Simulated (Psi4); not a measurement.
# SiH2Br2 (dibromosilane): TPSSh/def2-SVP

What is the vertical ionisation energy of SiH2Br2 (dibromosilane) at TPSSh/def2-SVP? 

Program for the calculation: Psi4 1.11.

## Step 1: The system as given

SiH2Br2: 5 atoms, total charge 0, spin state singlet. As SMILES, `Br[SiH2]Br`. Geometry: relaxed at PBE0-D4/def2-TZVP.

Bond lengths: Br1–Si2 2.207 Å, Si2–Br3 2.207 Å, Si2–H4 1.476 Å, Si2–H5 1.476 Å. Angles: Br1–Si2–Br3 110.8°, Br1–Si2–H4 108.4°, Br1–Si2–H5 108.4°, Br3–Si2–H4 108.4°, Br3–Si2–H5 108.4°, H4–Si2–H5 112.5°.

## Step 2: Energy and forces at TPSSh/def2-SVP

br2h2si.xyz

```xyz
5
Br2H2Si
Br    -1.672690    -1.239290     0.362310
Si     0.158230    -0.046290     0.054680
Br    -0.295570     1.814160    -1.042010
H      1.103430    -0.843230    -0.751710
H      0.706590     0.314640     1.376730
```

br2h2si_ase.py

```python
import numpy as np
from ase.calculators.psi4 import Psi4
from ase.io import read

mol = read('br2h2si.xyz')
calc = Psi4(atoms=mol, method='tpssh', basis='def2-SVP', memory='2200MB', num_threads=1, charge=0, multiplicity=1, label='psi4-calc')
calc.psi4.set_options({'puream': True, 'e_convergence': 1e-09, 'd_convergence': 1e-08, 'scf_type': 'pk', 'dft_radial_points': 99, 'dft_spherical_points': 590})
mol.calc = calc

forces = mol.get_forces()
print(f'energy: {mol.get_potential_energy():.6f} eV')
print('forces / eV A^-1')
print(np.round(forces, 5))
```

The run is started by

```bash
$ python br2h2si_ase.py
```

psi4-calc.dat:

```text
[...]
  Running in c1 symmetry.
[...]
  Nuclear repulsion =  448.279262821226382
[...]
  Multiplicity = 1
[...]
  Nalpha       = 43
  Nbeta        = 43
[...]
    Number of basis functions: 92
[...]
   @RKS iter   1: -5437.64272346421876   -2.29514e+00   2.10119e-02 ADIIS/DIIS
[...]
   @RKS iter  10: -5438.23290435092713   -6.36646e-12   2.52853e-09 DIIS
[...]
    Orbital Energies [Eh]
    ---------------------
    Doubly Occupied:
       1A   -482.500457     2A   -482.500438     3A    -66.056352
       4A    -62.249809     5A    -62.249794     6A    -56.051543
       7A    -56.051530     8A    -56.049143     9A    -56.049124
      10A    -56.049000    11A    -56.048984    12A     -8.623062
      13A     -8.623048    14A     -6.445893    15A     -6.445881
      16A     -6.436993    17A     -6.436981    18A     -6.436526
      19A     -6.436514    20A     -5.293719    21A     -3.647381
      22A     -3.645128    23A     -3.642114    24A     -2.569675
      25A     -2.569663    26A     -2.567264    27A     -2.567252
      28A     -2.566905    29A     -2.566893    30A     -2.560008
      31A     -2.560002    32A     -2.559997    33A     -2.559990
      34A     -0.780673    35A     -0.758270    36A     -0.532568
[...]
  @RKS Final Energy: -5438.23290435092713
   => Energetics <=
    Nuclear Repulsion Energy =            448.2792628212263821
    One-Electron Energy =               -8460.1732424901620107
    Two-Electron Energy =                2757.8549890491258338
    DFT Exchange-Correlation Energy =    -184.1939137311177888
    Empirical Dispersion Energy =           0.0000000000000000
    VV10 Nonlocal Energy =                  0.0000000000000000
    Total Energy =                      -5438.2329043509271287
[...]
 Multipole Moments:
 ------------------------------------------------------------------------------------
     Multipole            Electronic (a.u.)      Nuclear  (a.u.)        Total (a.u.)
 ------------------------------------------------------------------------------------
 L = 1.  Multiply by 2.5417464519 to convert [e a0] to [Debye]
 Dipole X            :         -5.9970302            6.4150284            0.4179981
 Dipole Y            :          1.7514901           -1.8737448           -0.1222547
 Dipole Z            :         -2.0709188            2.2153550            0.1444362
 Magnitude           :                                                    0.4588360
[...]
  -Total Gradient:
     Atom            X                  Y                   Z
    ------   -----------------  -----------------  -----------------
       1        0.004318137262     0.003208559608    -0.000940198069
       2       -0.003206994469     0.000933684579    -0.001106724907
       3        0.000767241933    -0.004708871670     0.002704772420
       4       -0.001053416334     0.000588329607     0.000222182143
       5       -0.000846450209    -0.000015443038    -0.000887442073
[...]
```

On the terminal:

```text
energy: -147981.854851 eV
forces / eV A^-1
[[-0.22205 -0.16499  0.04835]
 [ 0.16491 -0.04801  0.05691]
 [-0.03945  0.24214 -0.13908]
 [ 0.05417 -0.03025 -0.01143]
 [ 0.04353  0.00079  0.04563]]
```

Wall time 66 s (1 thread of Intel Xeon at 2.50GHz (Skylake/Cascade Lake), shared host); peak memory 1 GiB.

## Step 3: The doublet cation

job.inp

```
memory 2.2 GB

molecule m {
  1 2
  Br    -3.16092599    -2.34191869     0.68466667
  Si     0.29901136    -0.08747542     0.10333022
  Br    -0.55854635     3.42826555    -1.96911352
  H      2.08518050    -1.59347376    -1.42052603
  H      1.33526158     0.59458343     2.60164265
  units bohr
  symmetry c1
  no_reorient
  no_com
}

set {
  reference            uks
  puream               true
  e_convergence        1e-09
  d_convergence        1e-08
  scf_type             pk
  dft_radial_points    99
  dft_spherical_points 590
  maxiter              100
}

energy_value, wavefunction = gradient("tpssh/def2-SVP", return_wfn=True)
oeprop(wavefunction, "DIPOLE", "WIBERG_LOWDIN_INDICES", "MAYER_INDICES", title="TPSSH")
print_variables()
```

The run is started by

```bash
$ psi4 job.inp job.out -n 1
```

job.out, cut to the lines that bear on the results:

```text
[...]
  Running in c1 symmetry.
[...]
  Nuclear repulsion =  448.279263033293944
[...]
  Multiplicity = 2
[...]
  Nalpha       = 43
  Nbeta        = 42
[...]
    Number of basis functions: 92
[...]
   @UKS iter   1: -5437.35765957877902   -2.01008e+00   2.02129e-02 DIIS/ADIIS
[...]
   @UKS iter  13: -5437.84727881272192   -8.18545e-12   6.57512e-09 DIIS
[...]
   @S^2 Observed:                7.532372543E-01
[...]
  @UKS Final Energy: -5437.84727881272192
   => Energetics <=
    Nuclear Repulsion Energy =            448.2792630332939439
    One-Electron Energy =               -8439.7147495874396554
    Two-Electron Energy =                2737.4728120401227898
    DFT Exchange-Correlation Energy =    -183.8846042986992870
    Empirical Dispersion Energy =           0.0000000000000000
    VV10 Nonlocal Energy =                  0.0000000000000000
    Total Energy =                      -5437.8472788127219246
[...]
  -Total Gradient:
     Atom            X                  Y                   Z
    ------   -----------------  -----------------  -----------------
       1        0.002955299427     0.006326362780    -0.002890553517
       2        0.003521415239    -0.001018826845     0.001210520567
       3       -0.002765445132    -0.006401215413     0.002966663439
       4       -0.002927353435     0.003644927171     0.005042050638
       5       -0.000805741671    -0.002544887166    -0.006336210298
[...]
 Multipole Moments:
 ------------------------------------------------------------------------------------
     Multipole            Electronic (a.u.)      Nuclear  (a.u.)        Total (a.u.)
 ------------------------------------------------------------------------------------
 L = 1.  Multiply by 2.5417464519 to convert [e a0] to [Debye]
 Dipole X            :        122.0314454         -122.5749308           -0.5434854
 Dipole Y            :        -35.6398212           35.7985939            0.1587727
 Dipole Z            :         42.1401955          -42.3279000           -0.1877045
 Magnitude           :                                                    0.5965049
[...]
```

It took 1.9 min on 1 thread of Intel Xeon at 2.50GHz (Skylake/Cascade Lake), shared host; peak memory 0.96 GiB.

## Step 4: Summary of results

At TPSSh/def2-SVP:

```
                                          quantity           value
                     singlet SiH2Br2: total energy  -5438.23290 Eh
                    singlet SiH2Br2: dipole moment          1.17 D
                      singlet SiH2Br2: HOMO energy        -7.91 eV
                      singlet SiH2Br2: LUMO energy        -0.74 eV
                    singlet SiH2Br2: HOMO–LUMO gap         7.17 eV
         singlet SiH2Br2: largest force on an atom      0.282 eV/Å
                      doublet cation: total energy  -5437.84728 Eh
doublet cation: HOMO energy (highest over α and β)       -13.80 eV
 doublet cation: LUMO energy (lowest over α and β)       -13.06 eV
                              doublet cation: ⟨S²⟩           0.753
          doublet cation: largest force on an atom      0.390 eV/Å
vertical ionisation energy (to the doublet cation)       10.493 eV
```

Removing an electron at fixed nuclei costs 10.49 eV (1012 kJ/mol). The largest force (singlet SiH2Br2) is 0.28 eV/Å: the shape isn't a stationary point for this species at this level. −ε(HOMO) before ionisation, 7.91 eV, is 2.58 eV below this ionisation energy.
